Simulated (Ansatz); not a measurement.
Predict the output of the script below (Ansatz 0.2.0 through its Python package).

`in.py`
```python
# -*- coding: utf-8 -*-
"""Convergence of In with the plane-wave cutoff."""

import ansatz as az
from pymatgen.core import Lattice, Structure
from pymatgen.io.ase import AseAtomsAdaptor
from tabulate import tabulate

pmg_structure = Structure(
    Lattice([(-1.882525, 1.882525, 1.882525), (1.882525, -1.882525, 1.882525), (1.882525, 1.882525, -1.882525)]),
    ["In"],
    [
        (0.0, 0.0, 0.0),
    ],
)
xtal = az.Crystal.from_ase(AseAtomsAdaptor.get_atoms(pmg_structure))

job = (
    xtal.calculation()
    .functional("r2scan")
    .kpoints(9, 9, 9, shift=0.5)
    .occupations(az.OccupationsMethod.METHFESSEL_PAXTON, width=0.1)
    .mixing("msr1", preconditioner="none")
    .eigensolver("davidson")
    .scf(lower_state_search="light")
    .forces()
    .stress()
)

rows = []
for value in [300, 400, 500, 600, 700]:
    summary = job.basis(value).run(threads=1).report
    rows.append((value, summary["free_energy_ev"] / len(summary["lattice"]["sites"]), summary["n_iterations"], sum(summary["stress_gpa"][i][i] for i in range(3)) / 3, max(abs(f) for row in summary["forces_ev_ang"] for f in row), summary["n_pw"]))

print(tabulate(rows, headers=["cutoff (eV)", "F/atom (eV)", "iterations", "P (GPa)", "max force (eV/A)", "plane waves"], floatfmt=".4f", tablefmt="plain"))

# the last row is the reference
for row in rows[:-1]:
    shift = 1000 * (row[1] - rows[-1][1])
    print(f"{row[0]}: {shift:+.2f} meV/atom" + ("  (within 1 meV)" if abs(shift) < 1 else ""))
```

```console
$ python in.py
DeckWarning: basis.ecutwfc = 300 eV is below the records' recommended 500 eV, and the density's cutoff is lower with it unless basis.ecutrho_ratio is high enough to keep the records' density cutoff: compare with a run at a higher cutoff
DeckWarning: basis.ecutwfc = 400 eV is below the records' recommended 500 eV, and the density's cutoff is lower with it unless basis.ecutrho_ratio is high enough to keep the records' density cutoff: compare with a run at a higher cutoff
  cutoff (eV)    F/atom (eV)    iterations    P (GPa)    max force (eV/A)    plane waves
          300     -5611.6997             5     0.2794              0.0000            321
          400     -5611.7690             6     0.2669              0.0000            459
          500     -5611.7721             6     0.2584              0.0000            675
          600     -5611.7724             6     0.2565              0.0000            935
          700     -5611.7725             6     0.2581              0.0000           1061
300: +72.86 meV/atom
400: +3.53 meV/atom
500: +0.47 meV/atom  (within 1 meV)
600: +0.19 meV/atom  (within 1 meV)
```
(Warnings from the package without file and line.)

From 500 eV on it stays within 1 meV an atom of the value at 700 eV; the first row (300 eV) is off by 72.9 meV and the last but one by 0.19 meV. The energy falls steadily, as expected when plane waves are added. The pressure moves from 0.28 to 0.26 GPa (the program's stress holds a Pulay correction, so it settles early).

What to keep in mind:
- For a metal this k-point mesh is coarse: on a finer one energies can move by several to tens of meV an atom and pressures by half a GPa or more, differences at one mesh by less.
- Forces vanish by symmetry here and test nothing.
- Pressure is positive in compression.
- This isn't the structure that In takes at ambient conditions.
- Shifts are counted from the last row, which is itself no proven limit.
- Cost: of the order of 12 core-seconds.

(A comment or docstring line of the script was reworded after the run, the code is as it ran; lines on the test bed's own set-up are left out of the output.)
